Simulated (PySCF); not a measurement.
# C₅H₃FO₃: excited states

What do calculations give for the excited states of C₅H₃FO₃ (`O=CC#C[C@H](F)C(=O)O`)?

Computed with PySCF 2.14.0 and routines of our own; the level stands in each step. Atoms count from 0.

## Step 1: The system as given

12 atoms, charge 0, multiplicity 1; geometry from: GFN2-xTB.

## Step 2: Excited states: TDA wB97X-D/aug-cc-pVDZ

Job settings and geometry (Å):

```
{"job": {"kind": "states", "xc": "wB97X-D", "basis": "aug-cc-pVDZ", "tda": true, "soc": true, "nstates": 6, "ntriplets": 6, "nquad": 4}, "charge": 0, "multiplicity": 1}
O      3.374439    -1.024482    -1.051025
C      2.694321    -1.229626    -0.084768
C      1.529544    -0.485834     0.283506
C      0.563821     0.171819     0.580279
C     -0.634618     0.879480     0.979485
F     -1.135047     0.380978     2.158133
C     -1.668658     0.726742    -0.155763
O     -1.755394     1.496032    -1.067322
O     -2.402952    -0.360500    -0.000685
H      2.909362    -2.043414     0.635443
H     -0.421891     1.946336     1.133805
H     -3.051728    -0.458218    -0.716468
```

With the program's defaults for keys left out, this is: TDA wB97X-D/aug-cc-pVDZ excited states, vertical, gas phase, spin-orbit mean-field couplings.

On the command line:

```sh
> OMP_NUM_THREADS=1 python excited_run.py task.json out
```

One launch serves the whole session: the jobs run in the order shown.

Output:

```text
coarse grid: 11640 points
cycle   1  E = -517.2886640002  dE =  2.062e+00  |g| = 1.334e+00  |ddm| = 1.003e+01
cycle   2  E = -516.8781594214  dE =  4.105e-01  |g| = 2.060e+00  |ddm| = 5.687e+00
cycle   3  E = -517.6474236784  dE = -7.693e-01  |g| = 1.875e-01  |ddm| = 3.584e+00
cycle   4  E = -517.6528814996  dE = -5.458e-03  |g| = 1.002e-01  |ddm| = 3.909e-01
cycle   5  E = -517.6547341660  dE = -1.853e-03  |g| = 1.758e-02  |ddm| = 1.729e-01
cycle   6  E = -517.6548125677  dE = -7.840e-05  |g| = 8.094e-03  |ddm| = 5.852e-02
cycle   7  E = -517.6548298516  dE = -1.728e-05  |g| = 3.792e-03  |ddm| = 2.447e-02
cycle   8  E = -517.6548341305  dE = -4.279e-06  |g| = 1.216e-03  |ddm| = 1.325e-02
final grid: 117384 points
cycle   9  E = -517.6613948204  dE = -1.179e-04  |g| = 7.516e-03  |ddm| = 4.496e-01
cycle  10  E = -517.6613939091  dE =  9.113e-07  |g| = 8.902e-03  |ddm| = 4.256e-02
cycle  11  E = -517.6614061263  dE = -1.222e-05  |g| = 7.450e-04  |ddm| = 1.118e-02
cycle  12  E = -517.6614061922  dE = -6.594e-08  |g| = 8.077e-04  |ddm| = 3.781e-03
cycle  13  E = -517.6614063304  dE = -1.382e-07  |g| = 9.032e-05  |ddm| = 1.812e-03
cycle  14  E = -517.6614063352  dE = -4.867e-09  |g| = 4.658e-05  |ddm| = 4.392e-04
cycle  15  E = -517.6614063364  dE = -1.177e-09  |g| = 2.302e-05  |ddm| = 2.186e-04
cycle  16  E = -517.6614063367  dE = -2.498e-10  |g| = 8.891e-06  |ddm| = 7.970e-05
converged SCF energy = -517.6614063367

Singlet excitations
state   eV       nm        f     d(h-e)  d(exc)  Lambda  PR(NTO)  |dmu|/D   mu/D   main configurations
  1   3.9156   316.6   0.00034   0.964   2.315   0.466   1.002    2.552    1.784   H->L 0.93
  2   5.1347   241.5   0.00042   0.885   2.558   0.469   1.010    2.910    5.120   H-2->L 0.90
  3   5.5584   223.1   0.08643   0.663   2.691   0.511   1.384    2.134    3.823   H-1->L 0.49, H-1->L+1 0.12, H-1->L+2 0.10
  4   5.9141   209.6   0.06410   0.482   2.411   0.505   2.484    1.440    3.392   H-3->L 0.27, H-1->L 0.13, H-1->L+1 0.11
  5   6.3333   195.8   0.00188   0.327   2.609   0.451   1.240                     H-1->L+1 0.25, H-3->L+1 0.19, H-1->L+5 0.17
  6   6.9005   179.7   0.00201   2.122   3.475   0.255   1.031                     H->L+1 0.56, H->L+2 0.19, H->L+5 0.13

Triplet excitations (Tamm-Dancoff)
state   eV     d(h-e)  d(exc)  Lambda  PR(NTO)   main configurations
  1   3.3321   0.917   2.262   0.463   1.003   H->L 0.91
  2   4.1219   0.409   2.514   0.565   1.083   H-1->L 0.57, H-3->L 0.31
  3   4.8148   0.742   2.495   0.466   1.085   H-2->L 0.86
  4   5.2214   0.633   2.304   0.466   1.120   H-1->L+1 0.20, H-1->L+2 0.19, H-3->L 0.14
  5   5.5083   0.123   2.182   0.503   1.084   H-2->L+1 0.41, H-2->L+2 0.22, H-2->L+5 0.17
  6   6.0002   0.299   2.483   0.443   1.235   H-1->L+1 0.23, H-3->L+1 0.19, H-1->L+5 0.17
S1 - T1 = 0.5834 eV

Spin-orbit couplings |<S|Hso|T>| (cm-1)
             T1       T2       T3       T4       T5       T6
S0       52.868    5.125    9.433   55.006    4.022    3.864
S1        0.130   25.411   10.489    4.735    6.945    3.013
S2       10.357    8.615    0.629    3.836    7.529    1.025
S3        9.798    1.045   10.676    1.011    5.148    7.244
S4       13.412    0.550   12.153    1.214    4.552    7.827
S5        1.316    6.122    2.475    4.228   11.696    1.738
S6        7.353    0.814    2.068    3.386    6.283   14.169
T1 sublevels (cm-1): 0.000 0.002 0.195   radiative rates (1/s): 0.175 0.148 703
```

It took 63 s on 1 thread of Arm Neoverse V1, shared host; peak memory 0.94 GiB.

From this job:

```
  quantity    value
S1 less T1  0.58 eV
```

The fields below are evaluated on a grid from the run's orbitals.

Frontier orbitals at wB97X-D/aug-cc-pVDZ, with the share of their density that lies nearest to each atom:

```
orbital  energy (eV)                    lies on
   HOMO       -10.33   O0 72 %; H9 14 %; C2 8 %
   LUMO        -0.68  C1 26 %; O0 23 %; C3 21 %
```

ELF in a plane through or near 5 of the atoms.

Ten even steps from '0' (0.00) to '9' (0.94):
```
0000000000000000000000000000
0000000000000000000000000000
0000000000000000000000000000
0000000000000000000000000000
0000000000000000000000000000
0000000001332013410000000000
0000000014665446630000000000
0000001136786792441000000000
0000024367592193185100000000
0000145487672286995410000000
0000143859288642732510000000
0002356358777510435410000000
0003567753354200254210000000
0002455530021000012221000000
0000222210000000001331000000
0000000000000000000110000000
0000000000000000000000000000
0000000000000000000000000000
0000000000000000000000000000
0000000000000000000000000000
```
The map spans 12.3 Å across and 8.6 Å up, centred on the molecule. Atoms in the plane (x, y in Å): C1 (-3.0, -0.3), C2 (-1.6, 0.1), C3 (-0.5, 0.5), C4 (0.9, 0.9), C6 (1.8, -0.3).

On the surface of density 0.002 e/bohr³ the electrostatic potential runs, from the 1st to the 99th percentile, from -1.35 V near O0 to 3.05 V near H11.

## Step 3: What came out

| quantity | value |
| --- | --- |
| S1 less T1 (step 2, TDA wB97X-D/aug-cc-pVDZ) | 0.58 eV |
| potential on the surface of density 0.002 e/bohr³, 1st and 99th percentile | -1.35 V and 3.05 V |

In step 2, the number of triplets below S1 is 1, and the largest singlet-triplet spin-orbit coupling is S0–T4, 55.01 cm⁻¹. At wB97X-D/aug-cc-pVDZ, counted by nearest atom on the grid, the HOMO lies on O0 72 %; H9 14 %, the LUMO on C1 26 %; O0 23 %.
